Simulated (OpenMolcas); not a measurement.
**US12g/ANO-S-VDZ run of BrH2Si (SMILES [SiH2]Br)**

Wanted: a structure relaxation of BrH2Si. 

The calculation is run with OpenMolcas 26.06.

## Step 1: Starting point

BrH2Si has 4 atoms, charge 0, and is taken as a doublet. SMILES: `[SiH2]Br`. The start is not the relaxed shape. The run starts from this shape.

Bond lengths: Si1–Br2 2.215 Å, Si1–H3 1.465 Å, Si1–H4 1.478 Å. Angles: Br2–Si1–H3 109.1°, Br2–Si1–H4 107.3°, H3–Si1–H4 116.0°.

## Step 2: A geometry optimisation at US12g/ANO-S-VDZ

geom.xyz reads:

```xyz
4

Si    -0.145122    -0.210435    -0.388054
Br     1.681818    -0.315681     0.859757
H     -1.291385    -0.670289     0.399979
H     -0.235629     1.165540    -0.920780
```

run.inp reads:

```
&GATEWAY
Coord=geom.xyz
Basis=ANO-S-VDZ
Group=NoSym
>>> EXPORT MOLCAS_MAXITER=40
>>> Do While
&SEWARD
&SCF
UHF
Spin=2
KSDFT=S12G
PrOrbitals=1 1
&SLAPAF
>>> EndDo
```

Run with:

```sh
$ export MOLCAS_MEM=1860
$ pymolcas run.inp > run.log
```

What values should one expect? Wanted: total energy at the end; dipole moment; HOMO energy; LUMO energy; ⟨S²⟩.

Answer, from the run:

At US12g/ANO-S-VDZ:

```
                          quantity           value
           total energy at the end  -2865.04893 Eh
                     dipole moment          2.22 D
HOMO energy (highest over α and β)        -5.93 eV
 LUMO energy (lowest over α and β)        -4.46 eV
                              ⟨S²⟩           0.752
```

In words: At the final geometry: Bond lengths: Si1–Br2 2.365 Å, Si1–H3 1.530 Å, Si1–H4 1.530 Å. Angles: Br2–Si1–H3 107.3°, Br2–Si1–H4 107.3°, H3–Si1–H4 111.0°. The optimisation took 6 steps and changed the energy by -0.210 eV. Mulliken charges run from -0.20 on Br2 to +0.25 on Si1.
